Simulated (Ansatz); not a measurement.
# CH3BSe (SMILES B1C[Se]1): functionals against CCSD(T) at one geometry

The task here is to estimate one member of a computed series from the others.

Method: single points in def2-TZVPP; program: Ansatz 0.2.0, Gaussian basis.

Cores are frozen in the correlated methods. Filled d shells of the heavier atoms are correlated.

## Where the work starts

SMILES `B1C[Se]1`, 6 atoms, charge 0, spin multiplicity 1.

Atoms are counted from 1 here; the program's logs count them from 0.

Bond lengths: B1–C2 1.597 Å, B1–Se3 1.888 Å, B1–H4 1.204 Å, C2–Se3 2.016 Å, C2–H5 1.092 Å, C2–H6 1.054 Å. Angles: C2–B1–Se3 70.1°, C2–B1–H4 151.8°, Se3–B1–H4 137.9°, B1–C2–Se3 61.7°, B1–C2–H5 120.3°, B1–C2–H6 121.8°, Se3–C2–H5 111.4°, Se3–C2–H6 110.3°, H5–C2–H6 115.8°, B1–Se3–C2 48.2°.

As a file:

```xyz
6
charge 0, multiplicity 1
B    -0.6170   -0.6376   -0.3216
C     0.2652    0.6088    0.1474
Se    0.9721   -1.2472    0.4958
H    -1.5674   -1.1110   -0.8899
H     0.8887    1.1446   -0.5719
H     0.0835    1.1071    1.0585
```

Set-up of the first run:

Input file run/in.yaml:

```yaml
crystal:
  periodic: [false, false, false]
  atoms:
    - {symbol: B, position_ang: [-0.616952, -0.637573, -0.321643]}
    - {symbol: C, position_ang: [0.265235, 0.608766, 0.147375]}
    - {symbol: Se, position_ang: [0.972109, -1.247172, 0.495789]}
    - {symbol: H, position_ang: [-1.567412, -1.110953, -0.889945]}
    - {symbol: H, position_ang: [0.888680, 1.144576, -0.571886]}
    - {symbol: H, position_ang: [0.083525, 1.107051, 1.058523]}
basis:
  gaussian: {orbitals: def2-TZVPP}
hamiltonian: {xc: pbe, dispersion: d4}
output: {forces: true}
```

Command:

```bash
$ ansatz run in.yaml --threads 2 --pin off --events-out ev --progress --plain --max-ram 3481MiB
```

Among the steps run: PBE-D4/def2-TZVPP; r2SCAN-D4/def2-TZVPP; PBE0-D4/def2-TZVPP; wB97M-V/def2-TZVPP; CCSD(T)/def2-TZVPP.

One of the session's tables, all rows but one given; the rest of the session is left out.

| method | RMS force component (eV/Å) | angle to CCSD(T) forces (°) | dipole (D) |
| --- | --- | --- | --- |
| PBE-D4 | 0.652 | 11.9 | 0.83 |
| r2SCAN-D4 | 0.641 | 8.9 | 1.00 |
| PBE0-D4 | ? | ? | ? |
| wB97M-V | 0.635 | 11.9 | 0.98 |
| CCSD(T) | 0.561 | reference | 0.90 |

**Question.** Estimate the row for PBE0-D4.

As computed: RMS force component (eV/Å): 0.659; angle to CCSD(T) forces (°): 12.8; dipole (D): 0.97. In the column «RMS force component (eV/Å)» it is the highest.
